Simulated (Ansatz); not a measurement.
**BH7O4Si: one species, many methods**

The task here is to estimate one member of a computed series from the others.

Program: Ansatz 0.2.0, Gaussian basis. Level of theory: functionals in def2-TZVPP, the program's frozen cores in correlated methods. These are calculated values, not measurements.

Levels to be run: LDA (SPW92), PBE-D4, revPBE-D4, BLYP-D4, r2SCAN-D4, B97M-V, PBE0-D4, B3LYP-D4, r2SCANh-D4, r2SCAN0-D4, HSE06-D4, BHLYP-D4, CAM-B3LYP-D4, LC-ωPBE, ωB97X-V, ωB97M-V, B2PLYP, PBE-QIDH; CCSD(T)/def2-SVP; CCSD(T)/def2-TZVPP; MP2/def2-QZVPP; extrapolation to the limit; RPA on PBE.

**The relaxed structure**

All runs share one geometry, relaxed beforehand with PBE0-D4 in a triple-zeta def2 set.

13 atoms, charge 0, spin multiplicity 1.

Atoms are counted from 1 here; the program's logs count them from 0.

Bond lengths: O1–B2 1.363 Å, O1–H7 0.957 Å, B2–O3 1.390 Å, B2–O4 1.352 Å, O3–H8 0.958 Å, O4–H9 0.962 Å, O5–Si6 1.635 Å, O5–H10 0.970 Å, Si6–H11 1.499 Å, Si6–H12 1.488 Å, Si6–H13 1.481 Å. Angles: B2–O1–H7 116.3°, O1–B2–O3 123.8°, O1–B2–O4 117.1°, O3–B2–O4 119.0°, B2–O3–H8 115.8°, B2–O4–H9 114.7°, Si6–O5–H10 116.7°, O5–Si6–H11 110.7°, O5–Si6–H12 113.1°, O5–Si6–H13 107.8°, H11–Si6–H12 106.7°, H11–Si6–H13 108.7°, H12–Si6–H13 109.8°.

The first run:

in.yaml

```yaml
crystal:
  periodic: [false, false, false]
  atoms:
    - {symbol: O, position_ang: [-2.959766, 1.177613, 0.498483]}
    - {symbol: B, position_ang: [-1.712994, 0.641009, 0.379281]}
    - {symbol: O, position_ang: [-0.889695, 0.833313, -0.723704]}
    - {symbol: O, position_ang: [-1.267855, -0.117061, 1.406287]}
    - {symbol: O, position_ang: [1.205257, -0.956256, -1.238129]}
    - {symbol: Si, position_ang: [2.267280, -0.968892, 0.005512]}
    - {symbol: H, position_ang: [-3.272476, 1.691573, -0.245394]}
    - {symbol: H, position_ang: [-1.241708, 1.397888, -1.413081]}
    - {symbol: H, position_ang: [-0.375167, -0.458008, 1.296552]}
    - {symbol: H, position_ang: [0.484019, -0.310294, -1.187933]}
    - {symbol: H, position_ang: [1.545641, -0.955262, 1.319817]}
    - {symbol: H, position_ang: [3.179733, 0.206815, 0.005504]}
    - {symbol: H, position_ang: [3.058131, -2.217242, -0.088296]}
basis:
  gaussian: {orbitals: def2-TZVPP}
hamiltonian: {xc: lda}
output: {orbitals: {seedname: orbitals}}
```

On the command line:

```bash
$ ansatz run in.yaml --threads 4 --pin off --events-out ev --progress --plain --max-ram 11315MiB
```

Among the steps run: LDA; PBE-D4 (GGA); revPBE-D4 (GGA); BLYP-D4 (GGA); r2SCAN-D4 (meta-GGA); B97M-V (meta-GGA); PBE0-D4 (hybrid); B3LYP-D4 (hybrid); r2SCANh-D4 (hybrid); r2SCAN0-D4 (hybrid); HSE06-D4 (hybrid); BHLYP-D4 (hybrid); CAM-B3LYP-D4 (range-separated); LC-ωPBE (range-separated); ωB97X-V (range-separated); ωB97M-V (range-separated); B2PLYP (double hybrid); PBE-QIDH (double hybrid).

One table of the session follows, with a row left open; its other results are not shown here.

It belongs to the step «Orbital energies across the functionals». 

```
  functional  HOMO (eV)  gap (eV)
 LDA (SPW92)      -7.17      5.77
      PBE-D4      -7.06      5.88
   revPBE-D4      -7.01      5.94
     BLYP-D4      -6.98      5.76
   r2SCAN-D4      -7.44      6.85
      B97M-V      -7.56      6.60
     PBE0-D4          ?         ?
    B3LYP-D4      -8.37      7.69
  r2SCANh-D4      -8.01      7.69
  r2SCAN0-D4      -8.86      8.92
    HSE06-D4      -8.19      7.51
    BHLYP-D4     -10.07     10.37
CAM-B3LYP-D4     -10.06     10.48
     LC-ωPBE     -11.41     13.19
     ωB97X-V     -11.08     12.65
     ωB97M-V     -10.95     12.07
```

Q: Estimate the row for PBE0-D4 from the others.

**Answer.** HOMO (eV): -8.60; gap (eV): 8.28. In the column «HOMO (eV)» it lies between r2SCAN0-D4 (-8.86) and B3LYP-D4 (-8.37).
